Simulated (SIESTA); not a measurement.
# In3Se under changes of volume

One of the cells (27.713 Å³/atom); the others are scaled copies at fixed shape and fractional positions:

```
CELL_PARAMETERS angstrom
4.80376 0.00000 0.00000
0.00000 4.80376 0.00000
0.00000 0.00000 4.80376
ATOMIC_POSITIONS crystal
In 0.50000 0.50000 0.00000
In 0.50000 0.00000 0.50000
In 0.00000 0.50000 0.50000
Se 0.00000 0.00000 0.00000
```

The cell comes from a database or a generator and needn't be the stable form of this composition.

| Quantity | Value |
| --- | --- |
| Program | SIESTA 5.4.2 |
| Functional | LDA |
| Potentials or basis | PseudoDojo 0.4 standard (LDA files) |
| Basis | DZP (energy shift 0.003 Ry; two zetas on semicore shells) |
| Grid cutoff | 500 Ry |
| Energy shift | 0.003 Ry |
| k mesh | 6 × 6 × 6 |
| Occupations | fermi-dirac, width 0.05 eV |
| Spin | no spin polarisation |

```csv
volume (Å³/atom),energy over the lowest point (meV/atom),pressure (GPa)
26.050,0.00,-1.6
26.604,?,?
27.159,16.76,-3.2
27.713,28.83,-3.8
28.267,42.87,-4.3
28.822,58.79,-4.8
29.376,76.25,-5.3
```

**Question.** What does the run at 26.604 Å³/atom give?

**Answer.** Energy over the lowest point 7.04 meV/atom; pressure -2.4 GPa.

Worked out: A Birch-Murnaghan fit of order 3 (a polynomial in V^(-2/3)) to the other rows has no minimum within the range. It gives 7.05 meV/atom at 26.604 Å³/atom, against the run's 7.04, and -dE/dV = -2.4 GPa, against -2.4.

Energies are extrapolated to zero smearing.

Caveats: the basis of atomic orbitals isn't converged, which shifts pressures, moduli and gaps.
